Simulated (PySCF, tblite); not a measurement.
# C₈H₉BS: infrared bands, NMR shifts and electronic excitations in gas and solvents, part 2 of 2

tblite 0.8.0 and PySCF 2.14.0. Atoms count from 0. Earlier steps stand in the parts before.

## Step 6: Ultraviolet spectrum: B3LYP/def2-SVPD

The job: settings as JSON, then the geometry in Å.

```
{"job": {"kind": "uv", "xc": "B3LYP", "basis": "def2-SVPD", "ip": true}, "charge": 0, "multiplicity": 1}
C      3.071853    -0.117640     0.615739
C      2.081041    -0.507927    -0.427590
S      2.506244    -1.169030    -1.860834
B      0.535355    -0.221830    -0.256113
C      0.093092     1.236647    -0.101951
C     -1.178771     1.734401     0.029109
C     -2.419453     1.039230     0.088125
C     -2.682404    -0.306050     0.010255
C     -1.795624    -1.405667    -0.163274
C     -0.429784    -1.407641    -0.291175
H      2.850539    -0.651718     1.556426
H      4.105467    -0.328652     0.307230
H      2.966070     0.955814     0.851722
H      0.872556     2.010073    -0.108422
H     -1.280992     2.823503     0.116552
H     -3.297339     1.680565     0.216472
H     -3.740038    -0.579148     0.086192
H     -2.302035    -2.377828    -0.206482
H      0.014236    -2.399368    -0.442614
```

With the program's defaults for keys left out, this is: TDDFT B3LYP/def2-SVPD, vertical, gas phase, core orbitals frozen in the response.

Output:

```text
coarse grid: 16984 points
cycle   1  E = -732.7886287879  dE =  1.169e+00  |g| = 4.414e-01  |ddm| = 2.600e+01
cycle   2  E = -732.7513364135  dE =  3.729e-02  |g| = 5.706e-01  |ddm| = 5.480e+00
cycle   3  E = -732.8455013764  dE = -9.416e-02  |g| = 1.414e-01  |ddm| = 2.485e+00
cycle   4  E = -732.8509305071  dE = -5.429e-03  |g| = 4.592e-02  |ddm| = 9.069e-01
cycle   5  E = -732.8514769619  dE = -5.465e-04  |g| = 1.762e-02  |ddm| = 2.537e-01
cycle   6  E = -732.8515467458  dE = -6.978e-05  |g| = 8.239e-03  |ddm| = 7.574e-02
cycle   7  E = -732.8515663333  dE = -1.959e-05  |g| = 1.647e-03  |ddm| = 2.258e-02
cycle   8  E = -732.8515671932  dE = -8.598e-07  |g| = 3.098e-04  |ddm| = 6.006e-03
final grid: 160968 points
cycle   9  E = -732.9548943861  dE = -5.392e-05  |g| = 6.194e-03  |ddm| = 6.729e-01
cycle  10  E = -732.9548840256  dE =  1.036e-05  |g| = 8.544e-03  |ddm| = 9.612e-02
cycle  11  E = -732.9549041328  dE = -2.011e-05  |g| = 1.983e-03  |ddm| = 4.233e-02
cycle  12  E = -732.9549053302  dE = -1.197e-06  |g| = 3.573e-04  |ddm| = 5.166e-03
cycle  13  E = -732.9549053535  dE = -2.335e-08  |g| = 2.052e-04  |ddm| = 2.305e-03
cycle  14  E = -732.9549053651  dE = -1.155e-08  |g| = 7.142e-05  |ddm| = 9.762e-04
cycle  15  E = -732.9549053666  dE = -1.463e-09  |g| = 1.915e-05  |ddm| = 3.464e-04
cycle  16  E = -732.9549053667  dE = -1.073e-10  |g| = 3.413e-06  |ddm| = 7.688e-05
converged SCF energy = -732.9549053667

Static polarisability (au): isotropic 141.756, principal 95.846 135.752 193.668

Singlet excitations
state   eV       nm        f      main configurations
  1   2.2052    562.2   0.00822   H->L+1 0.86
  2   2.6586    466.4   0.00549   H->L 0.94
  3   3.4841    355.9   0.04686   H->L+2 0.89
  4   4.0980    302.5   0.11462   H-1->L+1 0.80
  5   4.4263    280.1   0.05691   H-1->L 0.70, H-2->L 0.14
  6   4.7339    261.9   0.01493   H-2->L 0.64, H-1->L+2 0.19
  7   4.8316    256.6   0.02664   H-1->L+2 0.45, H-2->L+1 0.17, H-2->L 0.13
  8   5.0246    246.8   0.11394   H-2->L+1 0.54, H-2->L+2 0.13, H-3->L 0.12
  9   5.1661    240.0   0.03254   H->L+3 0.92
 10   5.3055    233.7   0.02158   H-4->L+1 0.31, H-3->L+1 0.30, H-4->L 0.20

Triplet excitations (Tamm-Dancoff, eV): 1.7380 2.3894 3.0755 3.0994
Vertical ionisation energy (delta-SCF) = 7.6730 eV
Vertical electron affinity (delta-SCF) = 0.6263 eV
```

It took 9.7 min on 1 thread of Arm Neoverse N1, shared host; peak memory 1.2 GiB.

Frontier orbitals and where they lie:

```
orbital     eV                      atoms
 HOMO−3  -8.26  C8 22 %, C5 21 %, C4 16 %
 HOMO−2  -7.84   S2 43 %, C1 25 %, B3 6 %
 HOMO−1  -7.12  C4 14 %, C9 14 %, C7 14 %
   HOMO  -5.72   S2 68 %, C1 12 %, B3 5 %
   LUMO  -2.38  C9 18 %, C4 17 %, C6 16 %
 LUMO+1  -2.35  S2 27 %, C1 23 %, B3 10 %
 LUMO+2  -1.39  C1 19 %, S2 17 %, B3 12 %
```

With each of the 10 states as a Gaussian band of 0.4 eV half-width at 1/e, the curve within the window shown has maxima at 532 nm (ε 420), 294 nm (ε 6,400), 248 nm (ε 7,800) L/(mol cm). Beyond the last state computed it falls off for lack of states. The curve at chosen wavelengths:

```csv
nm,ε (L/mol/cm)
221,1483
243,7508
265,6178
287,6230
309,5585
331,3490
353,2440
375,1660
397,907
419,474
441,338
463,337
485,371
508,403
530,416
552,406
574,375
596,329
618,275
640,221
662,171
684,129
706,96
728,69
750,50
772,35
```

Leading natural transition orbitals of singlet state 4: the hole lies on C4, C6, C9 about 17 % each; C7 14 %; B3 13 %; the particle on S2 31 %; C1 30 %; B3 10 %.

Leading natural transition orbitals of singlet state 1: the hole lies on S2 78 %; the particle on C1 37 %; S2 37 %; B3 7 %.

Ground-state properties from the same run:

```
           property  computed
  dipole moment (D)      3.83
polarisability (Å³)     21.01
 HOMO–LUMO gap (eV)      3.34
      −ε(HOMO) (eV)      5.72
```

## Step 7: Shielding tensors: wB97X-D/pcSseg-1

Settings changed since step 6:

```diff
@@ -1,2 +1,2 @@
-{"job": {"kind": "uv", "xc": "B3LYP", "basis": "def2-SVPD", "ip": true}, "charge": 0, "multiplicity": 1}
+{"job": {"kind": "nmr", "xc": "wB97X-D", "basis": "pcSseg-1", "pop": false}, "charge": 0, "multiplicity": 1}
 C      3.071853    -0.117640     0.615739
```

Level: GIAO wB97X-D/pcSseg-1 NMR shielding, non-relativistic, gas phase.

Output:

```text
coarse grid: 16984 points
cycle   1  E = -732.9573141608  dE =  1.730e+00  |g| = 4.228e-01  |ddm| = 4.171e+00
cycle   2  E = -732.9689181105  dE = -1.160e-02  |g| = 4.744e-01  |ddm| = 1.088e+00
cycle   3  E = -733.0240342458  dE = -5.512e-02  |g| = 6.363e-02  |ddm| = 5.076e-01
cycle   4  E = -733.0250489647  dE = -1.015e-03  |g| = 3.986e-02  |ddm| = 1.278e-01
cycle   5  E = -733.0254957853  dE = -4.468e-04  |g| = 1.252e-02  |ddm| = 5.859e-02
cycle   6  E = -733.0255511407  dE = -5.536e-05  |g| = 3.564e-03  |ddm| = 1.918e-02
cycle   7  E = -733.0255591750  dE = -8.034e-06  |g| = 1.398e-03  |ddm| = 7.996e-03
final grid: 160968 points
cycle   8  E = -733.0885077523  dE = -2.104e-04  |g| = 4.356e-03  |ddm| = 4.946e-02
cycle   9  E = -733.0885128679  dE = -5.116e-06  |g| = 2.707e-03  |ddm| = 9.710e-03
cycle  10  E = -733.0885146106  dE = -1.743e-06  |g| = 8.731e-04  |ddm| = 3.584e-03
cycle  11  E = -733.0885149965  dE = -3.860e-07  |g| = 4.133e-04  |ddm| = 1.722e-03
cycle  12  E = -733.0885150719  dE = -7.533e-08  |g| = 1.266e-04  |ddm| = 7.745e-04
cycle  13  E = -733.0885150908  dE = -1.894e-08  |g| = 6.096e-05  |ddm| = 4.494e-04
cycle  14  E = -733.0885150941  dE = -3.313e-09  |g| = 3.392e-05  |ddm| = 2.308e-04
cycle  15  E = -733.0885150947  dE = -5.969e-10  |g| = 9.625e-06  |ddm| = 5.846e-05
converged SCF energy = -733.0885150947

GIAO shielding tensors (ppm)
atom      isotropic    diamagn.    paramagn.     s11        s22        s33       span
  0 C      138.110     248.209    -110.099    108.191    130.976    175.164     66.973
  1 C     -151.270     263.824    -415.093   -379.686   -238.136    164.014    543.700
  2 S     -726.418    1057.690   -1784.108  -2356.034   -464.137    640.917   2996.952
  3 B       60.942     192.204    -131.262     15.061     47.413    120.353    105.292
  4 C       31.648     261.593    -229.944    -99.191     20.582    173.555    272.746
  5 C       24.699     254.835    -230.136   -104.926     19.472    159.550    264.475
  6 C       41.969     255.968    -213.999    -72.989     41.042    157.855    230.844
  7 C       39.985     255.874    -215.889    -75.962     37.738    158.179    234.141
  8 C       28.041     254.642    -226.601    -97.814     22.325    159.613    257.427
  9 C       21.798     260.288    -238.491   -115.075     13.838    166.630    281.705
 10 H       27.890      29.228      -1.338     25.384     27.913     30.373      4.989
 11 H       28.085      28.338      -0.253     25.389     27.419     31.447      6.058
 12 H       27.541      29.881      -2.339     23.743     28.323     30.557      6.814
 13 H       23.801      33.078      -9.277     20.062     21.965     29.377      9.315
 14 H       23.248      29.801      -6.553     19.694     22.184     27.867      8.173
 15 H       24.006      28.017      -4.011     20.350     23.804     27.863      7.513
 16 H       23.972      27.767      -3.795     20.374     23.712     27.831      7.457
 17 H       23.430      29.202      -5.772     19.879     22.585     27.827      7.947
 18 H       23.541      32.214      -8.674     18.806     22.320     29.497     10.691
```

It took 1.8 min on 1 thread of Arm Neoverse N1, shared host; peak memory 1.1 GiB.

This run: δ C1 335.8, C5 158.2, C4 157.8, C6 143.6, H14 8.04, H13 7.71 ppm (means over like atoms).

## Step 8: NMR shieldings: PBE0/pcSseg-1 in chloroform

Settings changed since step 7:

```diff
@@ -1,2 +1,2 @@
-{"job": {"kind": "nmr", "xc": "wB97X-D", "basis": "pcSseg-1", "pop": false}, "charge": 0, "multiplicity": 1}
+{"job": {"kind": "nmr", "xc": "PBE0", "basis": "pcSseg-1", "solvent": "chloroform", "pop": true}, "charge": 0, "multiplicity": 1}
 C      3.071853    -0.117640     0.615739
```

Method: GIAO PBE0/pcSseg-1 NMR shielding, non-relativistic, IEF-PCM chloroform.

Output:

```text
coarse grid: 16984 points
cycle   1  E = -732.5626392050  dE =  1.321e+00  |g| = 3.871e-01  |ddm| = 4.254e+00
cycle   2  E = -732.5593467818  dE =  3.292e-03  |g| = 4.293e-01  |ddm| = 9.364e-01
cycle   3  E = -732.6075011180  dE = -4.815e-02  |g| = 9.356e-02  |ddm| = 4.614e-01
cycle   4  E = -732.6096233104  dE = -2.122e-03  |g| = 3.243e-02  |ddm| = 1.046e-01
cycle   5  E = -732.6099016351  dE = -2.783e-04  |g| = 6.522e-03  |ddm| = 3.627e-02
cycle   6  E = -732.6099140023  dE = -1.237e-05  |g| = 2.286e-03  |ddm| = 1.105e-02
cycle   7  E = -732.6099151342  dE = -1.132e-06  |g| = 4.781e-04  |ddm| = 2.660e-03
final grid: 160968 points
cycle   8  E = -732.6695183150  dE = -3.443e-05  |g| = 1.005e-02  |ddm| = 4.542e-02
cycle   9  E = -732.6694838012  dE =  3.451e-05  |g| = 1.494e-02  |ddm| = 2.482e-02
cycle  10  E = -732.6695449224  dE = -6.112e-05  |g| = 2.667e-03  |ddm| = 1.669e-02
cycle  11  E = -732.6695468318  dE = -1.909e-06  |g| = 3.255e-04  |ddm| = 2.765e-03
cycle  12  E = -732.6695468551  dE = -2.334e-08  |g| = 1.705e-04  |ddm| = 5.212e-04
cycle  13  E = -732.6695468629  dE = -7.835e-09  |g| = 4.648e-05  |ddm| = 1.879e-04
cycle  14  E = -732.6695468635  dE = -5.573e-10  |g| = 1.319e-05  |ddm| = 6.113e-05
converged SCF energy = -732.6695468635

GIAO shielding tensors (ppm)
atom      isotropic    diamagn.    paramagn.     s11        s22        s33       span
  0 C      136.170     247.973    -111.803    103.535    131.229    173.745     70.211
  1 C     -151.650     263.444    -415.094   -380.912   -237.806    163.768    544.680
  2 S     -575.526    1057.871   -1633.397  -1984.198   -380.210    637.830   2622.028
  3 B       60.173     191.858    -131.685     14.447     48.117    117.956    103.508
  4 C       30.921     261.468    -230.548    -97.886     17.272    173.376    271.261
  5 C       24.585     254.616    -230.031   -101.012     14.876    159.891    260.902
  6 C       40.417     255.591    -215.174    -71.713     34.640    158.324    230.037
  7 C       39.134     255.433    -216.298    -73.816     32.468    158.751    232.566
  8 C       27.598     254.239    -226.640    -94.570     17.482    159.882    254.452
  9 C       22.376     260.400    -238.024   -112.867     14.274    165.720    278.587
 10 H       27.486      28.782      -1.296     24.952     27.396     30.111      5.159
 11 H       27.958      28.320      -0.362     25.333     27.239     31.302      5.968
 12 H       27.135      29.363      -2.228     23.300     27.799     30.306      7.006
 13 H       23.489      32.794      -9.304     19.829     21.528     29.112      9.284
 14 H       22.892      29.540      -6.648     19.205     21.968     27.504      8.299
 15 H       23.569      27.841      -4.272     19.823     23.446     27.437      7.614
 16 H       23.556      27.570      -4.014     19.843     23.417     27.408      7.565
 17 H       23.070      28.949      -5.879     19.385     22.323     27.503      8.118
 18 H       23.360      32.055      -8.696     18.686     22.044     29.349     10.663
```

Wall time 95 s (1 thread of Arm Neoverse N1, shared host); peak memory 1.2 GiB.

In short: δ C1 336.8, C5 159.1, C4 158.5, C6 145.4, H14 8.27, H13 7.82 ppm (means over like atoms).

## Step 9: Shielding tensors: PBE0/pcSseg-1 in cyclohexane

Settings changed since step 8:

```diff
@@ -1,2 +1,2 @@
-{"job": {"kind": "nmr", "xc": "PBE0", "basis": "pcSseg-1", "solvent": "chloroform", "pop": true}, "charge": 0, "multiplicity": 1}
+{"job": {"kind": "nmr", "xc": "PBE0", "basis": "pcSseg-1", "solvent": "cyclohexane", "pop": false}, "charge": 0, "multiplicity": 1}
 C      3.071853    -0.117640     0.615739
```

Level: GIAO PBE0/pcSseg-1 NMR shielding, non-relativistic, IEF-PCM cyclohexane.

Output:

```text
coarse grid: 16984 points
cycle   1  E = -732.5566798750  dE =  1.327e+00  |g| = 3.953e-01  |ddm| = 4.256e+00
cycle   2  E = -732.5476565037  dE =  9.023e-03  |g| = 4.589e-01  |ddm| = 9.964e-01
cycle   3  E = -732.6037524288  dE = -5.610e-02  |g| = 1.045e-01  |ddm| = 5.241e-01
cycle   4  E = -732.6064667876  dE = -2.714e-03  |g| = 3.413e-02  |ddm| = 1.177e-01
cycle   5  E = -732.6067801225  dE = -3.133e-04  |g| = 6.877e-03  |ddm| = 4.093e-02
cycle   6  E = -732.6067941629  dE = -1.404e-05  |g| = 2.529e-03  |ddm| = 1.221e-02
cycle   7  E = -732.6067956231  dE = -1.460e-06  |g| = 5.797e-04  |ddm| = 3.101e-03
final grid: 160968 points
cycle   8  E = -732.6664196584  dE = -3.265e-05  |g| = 1.039e-02  |ddm| = 4.542e-02
cycle   9  E = -732.6663734762  dE =  4.618e-05  |g| = 1.637e-02  |ddm| = 2.700e-02
cycle  10  E = -732.6664476737  dE = -7.420e-05  |g| = 3.016e-03  |ddm| = 1.907e-02
cycle  11  E = -732.6664501391  dE = -2.465e-06  |g| = 3.820e-04  |ddm| = 3.220e-03
cycle  12  E = -732.6664501714  dE = -3.224e-08  |g| = 2.048e-04  |ddm| = 6.239e-04
cycle  13  E = -732.6664501830  dE = -1.161e-08  |g| = 4.933e-05  |ddm| = 2.226e-04
cycle  14  E = -732.6664501836  dE = -6.319e-10  |g| = 1.517e-05  |ddm| = 7.080e-05
converged SCF energy = -732.6664501836

GIAO shielding tensors (ppm)
atom      isotropic    diamagn.    paramagn.     s11        s22        s33       span
  0 C      136.852     248.193    -111.341    105.315    131.281    173.962     68.647
  1 C     -148.951     263.377    -412.327   -375.546   -234.062    162.755    538.301
  2 S     -635.858    1057.621   -1693.478  -2145.233   -402.422    640.082   2785.314
  3 B       60.540     191.845    -131.305     14.974     48.133    118.512    103.538
  4 C       30.796     261.304    -230.507    -98.140     17.898    172.630    270.769
  5 C       25.335     254.583    -229.248   -100.522     17.391    159.136    259.658
  6 C       41.307     255.578    -214.271    -70.803     37.157    157.566    228.369
  7 C       39.643     255.447    -215.803    -73.425     34.403    157.952    231.377
  8 C       28.581     254.253    -225.673    -93.461     20.042    159.161    252.621
  9 C       21.441     260.209    -238.768   -114.190     13.093    165.420    279.609
 10 H       27.600      28.946      -1.346     25.082     27.552     30.167      5.085
 11 H       27.970      28.396      -0.426     25.371     27.228     31.311      5.940
 12 H       27.248      29.550      -2.303     23.430     27.976     30.337      6.906
 13 H       23.576      32.845      -9.269     19.858     21.665     29.203      9.345
 14 H       23.014      29.629      -6.615     19.365     22.065     27.613      8.248
 15 H       23.720      27.939      -4.219     20.017     23.564     27.578      7.561
 16 H       23.697      27.674      -3.977     20.039     23.509     27.544      7.505
 17 H       23.200      29.036      -5.836     19.553     22.457     27.590      8.037
 18 H       23.367      32.032      -8.665     18.615     22.118     29.368     10.753
```

Wall time 81 s (1 thread of Arm Neoverse N1, shared host); peak memory 1.2 GiB.

Key values: δ C1 333.8, C4 158.7, C5 157.9, C6 144.3, H14 8.15, H13 7.79 ppm (means over like atoms).

## Step 10: Side by side: NMR shifts

Shifts (ppm) of some atoms, chosen among heavy atoms and hydrogens apart, means over like atoms, with basis size and wall time:

```
                         run     C1     C5     C6    C0   H14   H15    S2  functions     time
               PBE0/pcSseg-1  330.1  156.5  143.2  46.8  8.01  7.39  1202        222  1.8 min
            wB97X-D/pcSseg-1  335.8  158.2  143.6  46.4  8.04  7.39  1220        222  1.8 min
 PBE0/pcSseg-1 in chloroform  336.8  159.1  145.4  49.0  8.27  7.68  1071        222     95 s
PBE0/pcSseg-1 in cyclohexane  333.8  157.9  144.3  48.0  8.15  7.55  1131        222     81 s
```

The continuum's effect on the ground state:

```
    solvent     ε  polarisation energy (Eh)  μ (D)
cyclohexane  2.02                   -0.0038   4.44
 chloroform  4.71                   -0.0078   5.03
```

## Step 11: Results

This closing draws on all 2 parts.

| quantity | value |
| --- | --- |
| strongest single infrared mode (GFN2-xTB) | 1467 cm⁻¹, 104 km/mol |
| zero-point energy (GFN2-xTB) | 90.8 kcal/mol |
| point group | C1 |
| rotational constants (main isotopes) | 2.19, 0.68, 0.59 GHz |
| ¹³C shifts against TMS (PBE0/pcSseg-1, means over atoms taken as alike) | 330.1, 158.9, 156.5, 143.2, 46.8 ppm |
| ¹H shifts against TMS (PBE0/pcSseg-1, means over atoms taken as alike) | 8.01, 7.74, 7.39, 3.57 ppm |
| ³³S shifts against CS2 (PBE0/pcSseg-1) | 1202 ppm |
| ¹¹B shifts against BF3·OEt2 (PBE0/pcSseg-1) | 39.7 ppm |
| surface potential, 1st and 99th percentile | -1.30 V and 1.09 V |
| lowest singlet (B3LYP/def2-SVPD) | 2.21 eV (562 nm), f = 0.008 |
| brightest single state of those computed | state 4, 4.10 eV, f = 0.115 |
| lowest triplet | 1.74 eV |
| vertical ionisation energy (ΔSCF) | 7.67 eV |
| vertical electron affinity (ΔSCF) | 0.63 eV |
| range of the shift of S2 (PBE0/pcSseg-1 runs) | 1071 to 1202 ppm |

In words: Relaxing lowered the energy by 1.388 eV in 127 steps; the close pair that moved most is C1–S2, from 1.450 to 1.639 Å (GFN2-xTB). All 51 modes are real, so the xTB geometry is a minimum. The strongest single mode, at 1467 cm⁻¹, is spread over several atoms, C5, C6, C8, C7 among them. Unscaled tight-binding wavenumbers are off by several per cent, some by more. Its intensities can rank the bands wrongly. Relaxing lowered the energy by 0.158 eV in 6 steps; the close pair that moved most is C1–B3, from 1.533 to 1.581 Å (PBE0/def2-SVP). No frequency check was run at this level, so the end point may be a saddle. The most deshielded carbon is C1 (thiocarbonyl carbon), at 330.1 ppm: the small n→π* gap of C=S deshields it strongly. At PBE0/pcSseg-1: The widest tensor belongs to S2: span 2974 ppm, with a paramagnetic part of -1763 ppm. NICS(1)zz of -16 ppm above the planar ring from B3 marks a diatropic (aromatic) ring current. At PBE0/pcSseg-1, counted by nearest atom on the grid, the HOMO lies on S2 75 %, the LUMO on C4, C9 about 20 % each; C6, C7 about 15 % each. The first singlet state (HOMO→LUMO+1 0.86) lies at 2.21 eV and is weak; of the 10 states computed, the strongest absorption comes from state 4 at 4.10 eV. The lowest triplet lies 0.47 eV below the lowest singlet (triplets in Tamm-Dancoff, singlets in full TDDFT). ΔSCF puts the ionisation energy at 7.67 eV, 1.95 eV above −ε(HOMO). At one level, PBE0/pcSseg-1: In ppm, S2 moves most: its shift spreads over 131 ppm, from 1071 (PBE0/pcSseg-1 in chloroform) to 1202 (PBE0/pcSseg-1). The continuum holds electrostatics alone: no hydrogen bonds to the solvent, and the gas-phase geometry is kept.
